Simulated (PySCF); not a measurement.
**BeN₂: triplet, from a side-on start**

Where does triplet BeN₂ go from a side-on start, is the end point a minimum, and what are its modes, charges and moments?

Program: PySCF 2.14.0. Level of theory: PBE0, basis Be def2-TZVP, N def2-TZVP, no relativity, density fitting. These are calculated values, not measurements.

## Step 1: Where the work starts

3 atoms, charge 0, spin multiplicity 3.

Bond lengths: Be1–N2 1.782 Å, Be1–N3 1.782 Å, N2–N3 1.200 Å. Angles: N2–Be1–N3 39.4°, Be1–N2–N3 70.3°, Be1–N3–N2 70.3°.

Z-matrix (Å, degrees; charge 0 multiplicity 3):
```
Be
N  1 1.7819
N  2 1.2000 1 70.32
```

## Step 2: Finding the electronic state

The steps below are one call of a driver around PySCF. For each, scf.py gives the equivalent set-up of the SCF; relaxations use the driver's own optimiser. After this first run the driver tries any further starts and a stability analysis.

Input file scf.py:

```python
from pyscf import gto, scf, dft
mol = gto.M(atom='''
Be     0.000000     0.000000     0.000000
N      0.600000     0.000000     1.677800
N     -0.600000     0.000000     1.677800''',
    basis={'Be': 'def2-TZVP', 'N': 'def2-TZVP'},
    charge=0, spin=2)
mf = dft.UKS(mol, xc='PBE0')
mf.grids.atom_grid = (50, 194)
aux = {'Be': 'def2-universal-JKFIT', 'N': 'def2-universal-JKFIT'}
mf = mf.density_fit(auxbasis=aux)
mf.conv_tol = 1e-08
mf.diis_space = 10
mf.max_cycle = 60
mf.init_guess = 'minao'
mf.verbose = 4
mf.kernel()
```

On the command line:

```console
$ OMP_NUM_THREADS=2 python axn.py task.json out
```

After this run come: Relaxation: side-on start, triplet; Is it a minimum? Harmonic modes.

Q: Predict the outcome of this session. Wanted: minimum; geometry; wavenumbers; dipole moment; highest occupied, lowest empty level; polar-tensor charge of Be1; zero-point energy; atomisation energy; ⟨S²⟩.

**Answer**, as computed:

| quantity | value |
| --- | --- |
| minimum | triplet, C2v |
| geometry | Be–N 1.702 Å (×2), N–N 1.170 Å; Be–N–N 69.9° (×2), N–Be–N 40.2° |
| wavenumbers (cm⁻¹) | 508 (b2), 801 (a1), 1929 (a1) |
| dipole moment | 0.07 D |
| highest occupied, lowest empty level (either spin) | -6.08, -2.27 eV |
| polar-tensor charge of Be1 | +0.29 e |
| zero-point energy | 19.4 kJ/mol |
| entropy at 298.15 K | 244.3 J/(mol K) |
| atomisation energy (no zero-point energy) | 879 kJ/mol |
| ⟨S²⟩ | 2.003 |

In words: The side-on start keeps its C2v symmetry and ends in a minimum. The strongest infrared band lies at 801 cm⁻¹ (a1). Most of the spin sits on Be1 (Mulliken spin 1.25, against 2 for the whole molecule). Other starts or spin states, not run here, may lie lower.
